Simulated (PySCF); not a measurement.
# C3H3ClO2S: the cost of one run

Programs: PySCF 2.14.0, with routines of our own; each step states its level. All values are computed. Atoms count from 0.

## 1. The starting structure

10 atoms, charge 0, multiplicity 1; geometry from: GFN2-xTB.

## 2. Magnetic properties: GIAO BHandHLYP/pcSseg-1

What the job is given:

```
{"job": {"kind": "mag", "xc": "BHandHLYP", "basis": "pcSseg-1", "isotopologues": 2}, "charge": 0, "multiplicity": 1}
C      1.927290     1.158650    -0.238748
C      1.169685     0.248038    -0.410152
C      0.215332    -0.799292    -0.585461
S     -1.291626    -0.255770     0.275144
O     -1.002816     0.096802     1.624035
O     -2.354780    -1.169058     0.008236
Cl    -1.705774     1.466284    -0.726057
H      2.603726     1.947400    -0.094194
H      0.511659    -1.728990    -0.105145
H     -0.063813    -0.959410    -1.623027
```

With the program's defaults for keys left out, this is: GIAO BHandHLYP/pcSseg-1 magnetisability, rotational g tensor and spin-rotation constants, non-relativistic, gas phase.

On the command line:

```bash
$ OMP_NUM_THREADS=1 python excited_run.py task.json out
```

One launch serves the whole session: the jobs run in the order shown.

Q: Estimate the wall time and peak memory of this first job on 1 thread of Arm Neoverse V2, shared host.

About 15 s, with a peak of 0.71 GiB.
